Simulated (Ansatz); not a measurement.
# Sn2Te3O: the cost of one run

Program: Ansatz 0.2.0. Level of theory: DFT PBE, scalar-relativistic, plane waves, PAW. These are calculated values, not measurements.

1 further run of the same task is left out (it didn't finish).

## 1. The starting structure

It takes space group R-3m (No. 166, trigonal). Conventional cell: a = 6.034 Å, b = 6.034 Å, c = 17.118 Å, α = 90.00°, β = 90.00°, γ = 120.00°. Sn (site symmetry 3m) is surrounded by 1 O at 1.76 Å. Te (site symmetry 2/m) is surrounded by 2 O at 3.02 Å and 4 Te at 3.02 Å. O (site symmetry -3m) is surrounded by 2 Sn at 1.76 Å.

Coordinates:

```xyz
6
Lattice="3.0172 1.7420 5.7061 -3.0172 1.7420 5.7061 0.0000 -3.4839 5.7061" Properties=species:S:1:pos:R:3 pbc="T T T"
Sn    0.0000    0.0000    1.7590
Sn    0.0000    0.0000   15.3594
Te    0.0000    1.7420    5.7061
Te   -1.5086   -0.8710    5.7061
Te    1.5086   -0.8710    5.7061
O     0.0000    0.0000    0.0000
```

Recipe of the guess: random cell by space group and Wyckoff sites (R-3m, No. 166). Its size is a rough estimate.

## 2. A first look at the guess

input.yaml

```yaml
crystal:
  lattice:
    - [3.0171857, 1.74197298, 5.70612563]
    - [-3.0171857, 1.74197298, 5.70612563]
    - [0.0, -3.48394595, 5.70612563]
  atoms:
    - { symbol: Sn, position: [0.10275287, 0.10275287, 0.10275287] }
    - { symbol: Sn, position: [0.89724713, 0.89724713, 0.89724713] }
    - { symbol: Te, position: [0.5, 0.5, 0.0] }
    - { symbol: Te, position: [0.0, 0.5, 0.5] }
    - { symbol: Te, position: [0.5, 0.0, 0.5] }
    - { symbol: O, position: [0.0, 0.0, 0.0] }
basis:
  ecutwfc: 420
kpoints:
  mp_grid: { grid: [3, 3, 3] }
hamiltonian:
  xc: pbe
scf:
  occupations: { method: gaussian, width: 0.1 }
  lower_state_search: "off"
output:
  forces: true
  stress: true
  eigenvalues: true
```

Run with:

```bash
ansatz run input.yaml --threads 1 --pin off --max-ram 2560MiB --backend cpu --events-out ev --progress --plain --runs-dir out
```

What time and memory should one allow on 1 thread of AMD EPYC 9R45 (Zen 5), shared host?

About 1.9 s, with a peak of 0.48 GiB.
